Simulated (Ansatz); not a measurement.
# Ir: a line through an energy map

The task here is to estimate one member of a computed series from the others.

Program: Ansatz 0.2.0. Level of theory: DFT LDA, scalar-relativistic, plane waves, PAW. These are calculated values, not measurements.

28 further runs of the same task are left out: 28 set aside as unsound or not needed.

## The system as given

It takes space group Fm-3m (No. 225, cubic). The conventional cell has a = 3.811 Å, b = 3.811 Å, c = 3.811 Å, α = 90.00°, β = 90.00°, γ = 90.00°. Ir (site symmetry m-3m) is surrounded by 12 Ir at 2.69 Å.

Structure file:

```
Ir
1.0
     0.00000    1.90541    1.90541
     1.90541    0.00000    1.90541
     1.90541    1.90541    0.00000
Ir
1
Direct
  0.00000 0.00000 0.00000
```

This cell was relaxed beforehand with the same method: volume 13.84 Å³/atom, gap on the mesh none (metal).

## What is varied

The energy is mapped over volume and the cell's shape.

The axes are (1) volume per atom: 7 values from 12.729 to 14.942 Å³; (2) c/a of the conventional cell: 9 values from 0.629 to 1.167.

Nothing else is relaxed (symmetry fixes all fractional coordinates). Energies count from the relaxed crystal. Points are written as (first, second).

The first run:

input.yaml

```yaml
crystal:
  lattice:
    - [0.0, 1.8060924268, 1.9511216487]
    - [1.8060924268, 0.0, 1.9511216487]
    - [1.8060924268, 1.8060924268, 0.0]
  atoms:
    - { symbol: Ir, position: [0.0, 0.0, 0.0] }
basis:
  ecutwfc: 420
kpoints:
  mp_grid: { grid: [22, 22, 22] }
hamiltonian:
  xc: lda
  pseudopotentials: { kind: paw, azcp: { folder: soft_1 } }
scf:
  occupations: { method: gaussian, width: 0.15 }
output:
  forces: true
  stress: true
  eigenvalues: true
```

Launch:

```console
$ ansatz run input.yaml --threads 1 --pin off --max-ram 2048MiB --backend cpu --events-out ev --progress --plain --runs-dir out
```

Among the steps run: The run at (12.729 Å³, 1.080); Grid point (13.098 Å³, 1.080); Point (13.466 Å³, 1.080); Point (14.204 Å³, 1.080); The run at (14.573 Å³, 1.080); Grid point (14.942 Å³, 1.080).

One of the session's tables, all rows but one given; the rest of the session is left out.

| volume per atom (Å³) | energy (meV/atom) | slope (meV/atom per Å³) | pressure (GPa) |
| --- | --- | --- | --- |
| 12.729 | 215 | −272 | 44 |
| 13.098 | 133 | −171 | 27 |
| 13.466 | ? | ? | ? |
| 13.835 | 69 | −11 | 2 |
| 14.204 | 77 | 52 | −8 |
| 14.573 | 107 | 106 | −17 |
| 14.942 | 154 | 151 | −24 |

**Question.** Estimate the row for volume per atom (Å³) = 13.466.

Worked estimate for «energy (meV/atom)». A straight line through the neighbours (13.098, 133) and (13.835, 69) gives 133 + (69 − 133) × (13.466 − 13.098) / (13.835 − 13.098) = 101; a parabola fitted to 4 rows on both sides gives 86.

The run gave: energy (meV/atom): 87; slope (meV/atom per Å³): −85; pressure (GPa): 14. In «energy (meV/atom)» the line misses by +14 and the parabola by -1.

Energies count from the relaxed crystal. Rows without a step come from runs not printed here or follow by symmetry. Slopes come from the forces (and the stress, where the cell changes), not from differences of energies.

**Reading.** Along the line the energy is lowest at 13.835 Å³, 69 meV/atom from the zero. Energies and slopes round the minimum, fitted together, put the minimum at 13.8940 Å³, with a curvature of about 180 meV/atom per (Å³)². V·d²E/dV² there is about 400 GPa, a bulk modulus under this line's constraint. The well is lopsided: two grid steps out, the energy rises by 64 meV/atom towards smaller values and 37 meV/atom towards larger ones. The highest point computed, at 12.729 Å³, lies 145 meV/atom above the lowest. This is one cut through a surface in two coordinates; the map's lowest point lies off it. The runs treat Ir without spin-orbit coupling.

Limits of these values: Warnings in the runs' records: pseudo functional mismatch.
